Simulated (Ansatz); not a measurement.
**SbMo: a trial structure relaxed**

Aim: relax SbMo from this start, rock salt type (Fm-3m, No. 225), and see where it ends.

The COD cell was measured well above room temperature, so it is larger than a cold one.

Method: DFT PBE, scalar-relativistic, plane waves, PAW, in Ansatz 0.2.0.

1 further run of the same task is left out (it didn't finish).

### Step 1. The starting structure

Symmetry: Fm-3m, No. 225, cubic system. The conventional cell has a = 5.572 Å, b = 5.572 Å, c = 5.572 Å, α = 90.00°, β = 90.00°, γ = 90.00°. Sb (site symmetry m-3m) has 6 Mo at 2.79 Å as nearest neighbours. Mo (site symmetry m-3m) is surrounded by 6 Sb at 2.79 Å.

Structure file:

```
Sb Mo
1.0
     0.00000    2.78612    2.78612
     2.78612    0.00000    2.78612
     2.78612    2.78612    0.00000
Sb Mo
1 1
Direct
  0.00000 0.00000 0.00000
  0.50000 0.50000 0.50000
```

(A quick probe on a coarse mesh, which set the mesh and smearing, is not shown.)

### Step 3. Full relaxation

input.yaml

```yaml
crystal:
  lattice:
    - [0.0, 2.786118116, 2.786118116]
    - [2.786118116, 0.0, 2.786118116]
    - [2.786118116, 2.786118116, 0.0]
  atoms:
    - { symbol: Sb, position: [0.0, 0.0, 0.0] }
    - { symbol: Mo, position: [0.5, 0.5, 0.5] }
basis:
  ecutwfc: 420
kpoints:
  mp_grid: { grid: [18, 18, 18] }
hamiltonian:
  xc: pbe
scf:
  occupations: { method: gaussian, width: 0.1 }
output:
  forces: true
  stress: true
  eigenvalues: true
relax:
  adjacent_minimum: "off"
  f_tol: 0.01
  max_steps: 80
  cell: { stress_tol: 0.05 }
```

Launch:

```sh
$ ansatz run input.yaml --threads 1 --pin off --max-ram 2560MiB --backend cpu --events-out ev --progress --plain --runs-dir out
```

What does the calculation give?

**Answer**, as computed:

Formation energies count from the elements, computed with the same settings in runs not shown here.

| quantity | value |
| --- | --- |
| cell (conventional) | a = 5.522 Å, b = 5.522 Å, c = 5.522 Å, α = 90.00°, β = 90.00°, γ = 90.00° |
| space group | Fm-3m (No. 225) |
| volume | 21.04 Å³/atom |
| gap on the mesh | none (metal) |
| formation energy from the elements | +0.814 eV/atom |

What this shows: The space group stayed Fm-3m, and from the first guess the volume went from 21.63 to 21.04 Å³/atom. The formation energy of +0.81 eV/atom is positive, so the elements lie lower than this structure; another structure of the compound can lie lower. Spin-orbit coupling is left out for Sb.
